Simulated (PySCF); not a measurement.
# Solver options tried on Ne²⁺ (triplet)

Do solver options change the result for Ne²⁺ (triplet), or only the number of cycles?

Method: each script names its method and basis; program: PySCF 2.14.0.

**1. The atom**

Ne²⁺ (triplet): 1 atom, charge 2, spin multiplicity 3.

**2. Base script**

The input, input.py:

```python
from pyscf import gto, scf, cc

mol = gto.M(
    atom='Ne 0 0 0',
    basis='6-31g',
    charge=2,
    spin=2,
    verbose=3,
)
mf = scf.UHF(mol)
mf.kernel()
mycc = cc.CCSD(mf, frozen=1)
mycc.kernel()
e = mycc.eeccsd(nroots=3)[0]
print('roots (eV) =', (e*27.211386).round(3))
mf.dip_moment()
print('orbital energies (hartree):', [e[max(0, n-3):n+3].round(4) for e, n in zip(mf.mo_energy, mol.nelec)])
```

The run is started by

```bash
$ OMP_NUM_THREADS=1 python input.py
```

Its log is not repeated here.

In short: E(SCF) = -126.298009 Eh, E(CCSD) − E(SCF) = -0.03925 Eh, ⟨S²⟩ = 2.002, excitation roots 0.001, 0.001, 0.347 eV.

Spin-unrestricted EOM-EE roots include spin flips and other components of the reference, which can be negative or near zero. The triplet is typed in the script; nothing here shows that it is the ground state.

**3. DIIS space 20**

Edit 1 changes DIIS space: default → 20.

The input, input.py:

```python
from pyscf import gto, scf, cc

mol = gto.M(
    atom='Ne 0 0 0',
    basis='6-31g',
    charge=2,
    spin=2,
    verbose=3,
)
mf = scf.UHF(mol)
mf.diis_space = 20
mf.kernel()
mycc = cc.CCSD(mf, frozen=1)
mycc.kernel()
e = mycc.eeccsd(nroots=3)[0]
print('roots (eV) =', (e*27.211386).round(3))
mf.dip_moment()
print('orbital energies (hartree):', [e[max(0, n-3):n+3].round(4) for e, n in zip(mf.mo_energy, mol.nelec)])
```

The run is started by

```bash
$ OMP_NUM_THREADS=1 python input.py
```

**4. Second-order solver on**

Edit 2 changes second-order solver: off → on.

Changes to input.py since step 2:

```diff
@@ -10,2 +10,3 @@
 mf = scf.UHF(mol)
+mf = mf.newton()
 mf.kernel()
```

**5. Damping 0.8**

Edit 3 changes damping: none → 0.8.

Changes to input.py since step 2:

```diff
@@ -10,2 +10,4 @@
 mf = scf.UHF(mol)
+mf.damp = 0.8
+mf.diis_start_cycle = 8
 mf.kernel()
```

**6. Damping 0.5**

Edit 4 changes damping: none → 0.5.

Changes to input.py since step 2:

```diff
@@ -10,2 +10,4 @@
 mf = scf.UHF(mol)
+mf.damp = 0.5
+mf.diis_start_cycle = 8
 mf.kernel()
```

**7. DIIS space 12**

Edit 5 changes DIIS space: default → 12.

Changes to input.py since step 2:

```diff
@@ -10,2 +10,3 @@
 mf = scf.UHF(mol)
+mf.diis_space = 12
 mf.kernel()
```

**8. Initial guess chk**

Edit 6 changes initial guess: minao → chk.

Changes to input.py since step 2:

```diff
@@ -10,2 +10,3 @@
 mf = scf.UHF(mol)
+mf.init_guess = 'chk'
 mf.kernel()
```

What does the calculation give? Wanted: for each run, E(SCF); from base; gap, α spin; after the SCF.

As calculated:

| run | E(SCF) (hartree) | from base (eV) | gap, α spin (eV) | after the SCF |
| --- | --- | --- | --- | --- |
| base | -126.298009 | 0 | 78.60 | CCSD correlation -1.068 eV, core frozen, first root 0.35 eV |
| DIIS space 20 | -126.298009 | 0.0000 | 78.60 | CCSD correlation -1.068 eV, core frozen, first root 0.35 eV |
| second-order solver on | -126.298009 | 0.0000 | 78.60 | CCSD correlation -1.068 eV, core frozen, first root 0.35 eV |
| damping 0.8 | -126.298009 | 0.0000 | 78.60 | CCSD correlation -1.068 eV, core frozen, first root 0.35 eV |
| damping 0.5 | -126.298009 | 0.0000 | 78.60 | CCSD correlation -1.068 eV, core frozen, first root 0.35 eV |
| DIIS space 12 | -126.298009 | 0.0000 | 78.60 | CCSD correlation -1.068 eV, core frozen, first root 0.35 eV |
| initial guess chk | -126.298009 | 0.0000 | 78.60 | CCSD correlation -1.068 eV, core frozen, first root 0.35 eV |

What this shows: The SCF energy stays the same, to the digits that matter, with DIIS space 20 or second-order solver on or damping 0.8 or damping 0.5 or DIIS space 12 or initial guess chk. PySCF falls back to minao for a guess that it doesn't know or can't read, so that run repeats the base.
